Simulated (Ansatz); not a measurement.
# SnGe2: the cost of one run

Computed with Ansatz 0.2.0 (DFT PBE, scalar-relativistic, plane waves, PAW, unless a step's input says otherwise).

1 further run of the same task is left out (set aside as unsound or not needed). Runs told in other sessions of the task aren't counted.

### Step 1. Starting point

Symmetry: P4/mmm, No. 123, tetragonal system. Conventional cell: a = 3.843 Å, b = 3.843 Å, c = 4.926 Å, α = 90.00°, β = 90.00°, γ = 90.00°. Around Sn (site symmetry 4/mmm) lie 8 Ge at 3.12 Å. Around Ge (site symmetry mmm) lie 4 Ge at 2.72 Å and 4 Sn at 3.12 Å.

As a file:

```cif
data_structure
_symmetry_space_group_name_H-M 'P4/mmm'
_symmetry_Int_Tables_number 123
_cell_length_a 3.8430
_cell_length_b 3.8430
_cell_length_c 4.9259
_cell_angle_alpha 90.000
_cell_angle_beta 90.000
_cell_angle_gamma 90.000
_cell_volume 72.75
loop_
_atom_site_label
_atom_site_type_symbol
_atom_site_symmetry_multiplicity
_atom_site_Wyckoff_symbol
_atom_site_fract_x
_atom_site_fract_y
_atom_site_fract_z
_atom_site_occupancy
Sn1 Sn 1 c 0.50000 0.50000 0.00000 1
Ge1 Ge 2 e 0.00000 0.50000 0.50000 1
```

The cell was relaxed beforehand at this level, from a generated guess; it needn't be the stable form of this composition. At a tolerance of 0.05 Å it has space group P4/mmm (No. 123); it has 24.25 Å³/atom, an uncorrected energy of +0.25 eV/atom over the elements.

### Step 2. Electronic structure at the relaxed geometry

Contents of input.yaml:

```yaml
crystal:
  lattice:
    - [3.8429678542, 0.0, 0.0]
    - [0.0, 3.8429678542, 0.0]
    - [0.0, 0.0, 4.9258611025]
  atoms:
    - { symbol: Sn, position: [0.5, 0.5, 0.0] }
    - { symbol: Ge, position: [0.0, 0.5, 0.5] }
    - { symbol: Ge, position: [0.5, 0.0, 0.5] }
basis:
  ecutwfc: 420
kpoints:
  mp_grid: { grid: [12, 12, 12] }
  band_path:
    path:
      - [[0.0, 0.0, 0.0], [0.0, 0.5, 0.0], [0.5, 0.5, 0.0], [0.0, 0.0, 0.0], [0.0, 0.0, 0.5], [0.0, 0.5, 0.5], [0.5, 0.5, 0.5], [0.0, 0.0, 0.5]]
      - [[0.0, 0.5, 0.0], [0.0, 0.5, 0.5]]
      - [[0.5, 0.5, 0.0], [0.5, 0.5, 0.5]]
    npoints: 14
hamiltonian:
  xc: pbe
scf:
  occupations: { method: gaussian, width: 0.1 }
  n_extra_bands: 7
output:
  forces: true
  stress: true
  eigenvalues: true
  populations: true
  dos: { projected: true, de: 0.02, nscf_kmesh: { grid: [15, 15, 15] } }
  bader: true
  write_density: true
  write_potential: true
  elf: true
  volumetric_format: npy
```

On the command line:

```console
ansatz run input.yaml --threads 1 --pin off --max-ram 2560MiB --backend cpu --events-out ev --progress --plain --runs-dir out
```

**Question.** How long does this run take on 1 thread of Intel Xeon at 2.50GHz (Skylake/Cascade Lake), shared host, and how much memory does it need?

About 2.1 min, with a peak of 0.68 GiB.
